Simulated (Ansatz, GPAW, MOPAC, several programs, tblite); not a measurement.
# RuIF (a single layer) from cheap methods to r2SCAN

Aim: run RuIF as a single layer in vacuum through methods of unlike cost and see what each gets, and at what price.

Program: MOPAC, tblite, GPAW, Ansatz (versions at each run). Level of theory: no spin polarisation, static lattice; gaps from single points on the cell relaxed beforehand with r²SCAN. These are calculated values, not measurements.

### Step 1. The starting structure

Symmetry: P3m1, No. 156, trigonal system. The conventional cell has a = 3.637 Å, b = 3.637 Å, c = 30.007 Å, α = 90.00°, β = 90.00°, γ = 120.00°. Ru (site symmetry 3m) has 3 F at 2.48 Å and 3 I at 2.50 Å as nearest neighbours. Around F (site symmetry 3m) lie 3 Ru at 2.48 Å. I (site symmetry 3m) has 3 Ru at 2.50 Å as nearest neighbours.

Coordinates:

```cif
data_structure
_symmetry_space_group_name_H-M 'P3m1'
_symmetry_Int_Tables_number 156
_cell_length_a 3.6368
_cell_length_b 3.6368
_cell_length_c 30.0073
_cell_angle_alpha 90.000
_cell_angle_beta 90.000
_cell_angle_gamma 120.000
_cell_volume 343.71
loop_
_atom_site_label
_atom_site_type_symbol
_atom_site_symmetry_multiplicity
_atom_site_Wyckoff_symbol
_atom_site_fract_x
_atom_site_fract_y
_atom_site_fract_z
_atom_site_occupancy
Ru1 Ru 1 b 0.33333 0.66667 0.30020 1
F1 F 1 c 0.66667 0.33333 0.34445 1
I1 I 1 c 0.66667 0.33333 0.25513 1
```

The cell holds a single layer (2H monolayer (Janus)) with vacuum along c; the form is built, and need not be the compound's stable one.

**Question.** The methods are PM6, PM7, GFN1-xTB (tblite), GFN2-xTB (tblite), PBE/single-zeta, coarse PBE, GLLB-SC, PBE, r2SCAN. What gap does r2SCAN give on this cell, and which other methods (full PBE left aside) come nearest to r2SCAN and farthest in gap?

```
                                      quantity                                  value
                                        r2SCAN                            gap 1.10 eV
gap: nearest and farthest of the other methods  coarse PBE (-0.29 eV), PM7 (+2.33 eV)
```

What this shows: Among the 6 methods compared for the gap (full PBE left aside), coarse PBE is nearest to r2SCAN and PM7 farthest. A minimal basis or a coarse cutoff and mesh shifts results by its own error, so closeness to r2SCAN can be chance. Cluster runs see only the k-points that fold onto the zone centre, so their gaps can miss the band edges. GLLB-SC is compared with its derivative discontinuity added. PM6 ended in an unphysical state and is left out of the comparison. CPU times run from 1.1 s (GFN1-xTB (tblite)) to 2.3 min (GLLB-SC). On this cell PM6, GLLB-SC cost more than r2SCAN itself (53 s), so they are no saving here. r2SCAN is a yardstick, not the truth: it usually gives gaps below the measured ones. Spin-orbit coupling is left out throughout.
